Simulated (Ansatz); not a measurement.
# C₂H₇NOSn: up Jacob's ladder to CCSD(T)

Aim: compute C₂H₇NOSn with functionals from several rungs and with coupled cluster, and see how far each lands from CCSD(T) at the basis-set limit for the atomisation energy.

The runs use Ansatz 0.2.0, Gaussian basis; functionals in def2-TZVPP, the program's frozen cores in correlated methods.

Levels to be run: LDA (SPW92), PBE-D4, revPBE-D4, BLYP-D4, r2SCAN-D4, B97M-V, PBE0-D4, B3LYP-D4, r2SCANh-D4, r2SCAN0-D4, HSE06-D4, BHLYP-D4, CAM-B3LYP-D4, LC-ωPBE, ωB97X-V, ωB97M-V, B2PLYP, PBE-QIDH; CCSD(T)/def2-SVP; CCSD(T)/def2-TZVPP; MP2/def2-QZVPP; extrapolation to the limit; RPA on PBE.

**1. The geometry**

An earlier PBE0-D4 in a triple-zeta def2 set relaxation fixed the geometry. Sn takes the def2 core potential; no spin-orbit term is included.

12 atoms, charge 0, spin multiplicity 1.

Atoms are counted from 1 here; the program's logs count them from 0.

Bond lengths: C1–O2 1.402 Å, C1–H6 1.099 Å, C1–H7 1.099 Å, C1–H8 1.094 Å, O2–Sn3 1.971 Å, Sn3–C4 2.161 Å, Sn3–H9 1.711 Å, Sn3–H10 1.711 Å, C4–N5 1.260 Å, C4–H11 1.094 Å, N5–H12 1.024 Å. Angles: O2–C1–H6 112.5°, O2–C1–H7 112.5°, O2–C1–H8 108.5°, H6–C1–H7 107.9°, H6–C1–H8 107.6°, H7–C1–H8 107.6°, C1–O2–Sn3 122.1°, O2–Sn3–C4 93.9°, O2–Sn3–H9 108.1°, O2–Sn3–H10 108.0°, C4–Sn3–H9 116.9°, C4–Sn3–H10 116.9°, H9–Sn3–H10 110.9°, Sn3–C4–N5 120.8°, Sn3–C4–H11 121.3°, N5–C4–H11 117.9°, C4–N5–H12 111.9°.

**2. LDA**

This LDA is Slater exchange with PW92 correlation.

File in.yaml:

```yaml
crystal:
  periodic: [false, false, false]
  atoms:
    - {symbol: C, position_ang: [-2.059935, 0.173440, -0.357178]}
    - {symbol: O, position_ang: [-0.688927, 0.430424, -0.216746]}
    - {symbol: Sn, position_ang: [0.592560, -0.974927, 0.302051]}
    - {symbol: C, position_ang: [2.291590, 0.359671, 0.281543]}
    - {symbol: N, position_ang: [2.151229, 1.578426, -0.007128]}
    - {symbol: H, position_ang: [-2.518821, -0.180354, 0.576655]}
    - {symbol: H, position_ang: [-2.269829, -0.569258, -1.139467]}
    - {symbol: H, position_ang: [-2.560610, 1.104231, -0.640799]}
    - {symbol: H, position_ang: [0.553997, -2.197037, -0.895126]}
    - {symbol: H, position_ang: [0.111624, -1.593483, 1.823628]}
    - {symbol: H, position_ang: [3.297896, 0.001847, 0.520333]}
    - {symbol: H, position_ang: [1.176127, 1.811820, -0.213868]}
basis:
  gaussian: {orbitals: def2-TZVPP}
hamiltonian: {xc: lda}
output: {orbitals: {seedname: orbitals}}
```

Further steps of the session: PBE-D4 (GGA); revPBE-D4 (GGA); BLYP-D4 (GGA); r2SCAN-D4 (meta-GGA); B97M-V (meta-GGA); PBE0-D4 (hybrid); B3LYP-D4 (hybrid); r2SCANh-D4 (hybrid); r2SCAN0-D4 (hybrid); HSE06-D4 (hybrid); BHLYP-D4 (hybrid); CAM-B3LYP-D4 (range-separated); LC-ωPBE (range-separated); ωB97X-V (range-separated); ωB97M-V (range-separated); B2PLYP (double hybrid); PBE-QIDH (double hybrid); CCSD(T) in def2-SVP; CCSD(T) in def2-TZVPP; MP2 in def2-QZVPP; RPA on PBE orbitals.

**Question.** What will the summary of the whole plan be? Wanted: atomisation energy, CCSD(T)/CBS; farthest beyond LDA; mean size of error, GGA; mean size of error, meta-GGA; mean size of error, hybrid; mean size of error, range-separated; mean size of error, double hybrid; gap, smallest and largest; T1 diagnostic.

**Answer**, as computed:

| quantity | value |
| --- | --- |
| atomisation energy, CCSD(T)/CBS | 988.4 kcal/mol |
| functionals within 9.9 kcal/mol (1.0 %) | revPBE-D4, BLYP-D4, r2SCAN-D4, B97M-V, PBE0-D4, B3LYP-D4, HSE06-D4, CAM-B3LYP-D4, ωB97X-V, ωB97M-V |
| farthest beyond LDA | BHLYP-D4 (-40.3 kcal/mol) |
| mean size of error, GGA | 9.5 kcal/mol |
| mean size of error, meta-GGA | 3.8 kcal/mol |
| mean size of error, hybrid | 16.4 kcal/mol |
| mean size of error, range-separated | 3.7 kcal/mol |
| mean size of error, double hybrid | 17.1 kcal/mol |
| gap, smallest and largest | 3.63 eV (LDA (SPW92)), 10.94 eV (LC-ωPBE) |
| T1 diagnostic | 0.0142 |
| triples share of the correlation energy | 3.7 % |

In words: The LDA atomisation energy is off by 152.5 kcal/mol (15 %): it overbinds. PBE-D4 misses by +19.2 kcal/mol. Double hybrids carry the basis error of their MP2 part in triple zeta, and no dispersion term here, so their miss is partly the set-up's. The rungs range-separated, meta-GGA, GGA miss on average by less than the doubt on the reference (9.9 kcal/mol), so they tie. The reference freezes the cores and leaves out spin-orbit coupling and excitations past (T), and its outer-core shells are covered unevenly, so misses under about 9.9 kcal/mol can't be ranked. All levels share the lack of spin-orbit coupling, which lowers the free heavy atoms and so the true binding. Hartree-Fock recovers 68 % of the binding; the rest is correlation. CCSD(T) in def2-SVP is off by -66.4 kcal/mol, so the small basis spoils what the method gains. Orbital gaps span 3.6 to 10.9 eV; exact exchange widens them. Correlated methods include outer-core shells of Sn, which these sets cover unevenly.
